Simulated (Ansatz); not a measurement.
# MnInCu: the cost of one run

Program: Ansatz 0.2.0. Level of theory: DFT PBE, scalar-relativistic, plane waves, PAW. These are calculated values, not measurements.

## Step 1: Starting point

Symmetry: P4/mmm, No. 123, tetragonal system. The conventional cell has a = 3.515 Å, b = 3.515 Å, c = 4.316 Å, α = 90.00°, β = 90.00°, γ = 90.00°. Around Mn (site symmetry 4/mmm) lie 2 Cu at 2.16 Å. In (site symmetry 4/mmm) is surrounded by 4 Cu at 2.49 Å. Around Cu (site symmetry 4/mmm) lie 2 Mn at 2.16 Å.

Structure file:

```
CELL_PARAMETERS angstrom
3.51451 0.00000 0.00000
0.00000 3.51451 0.00000
0.00000 0.00000 4.31638
ATOMIC_POSITIONS crystal
Mn 0.50000 0.50000 0.50000
In 0.00000 0.00000 0.00000
Cu 0.50000 0.50000 0.00000
```

The cell is invented: random cell by space group and Wyckoff sites (P4/mmm, No. 123). Lengths come from tabulated atomic sizes and are only a guess.

## Step 2: The guess as it stands, on a coarse mesh

The input, input.yaml:

```yaml
crystal:
  lattice:
    - [3.51451045, 0.0, 0.0]
    - [0.0, 3.51451045, 0.0]
    - [0.0, 0.0, 4.31638495]
  atoms:
    - { symbol: Mn, position: [0.5, 0.5, 0.5], spin: 4.0 }
    - { symbol: In, position: [0.0, 0.0, 0.0] }
    - { symbol: Cu, position: [0.5, 0.5, 0.0] }
basis:
  ecutwfc: 420
kpoints:
  mp_grid: { grid: [6, 6, 4] }
hamiltonian:
  xc: pbe
scf:
  occupations: { method: gaussian, width: 0.1 }
  lower_state_search: "off"
output:
  forces: true
  stress: true
  eigenvalues: true
  populations: true
magnetization:
  spin_polarized: true
```

Started as:

```sh
ansatz run input.yaml --threads 1 --pin off --max-ram 2560MiB --backend cpu --events-out ev --progress --plain --runs-dir out
```

What time and memory should one allow on 1 thread of Arm Neoverse V1, shared host?

About 9.1 s, with a peak of 0.39 GiB.
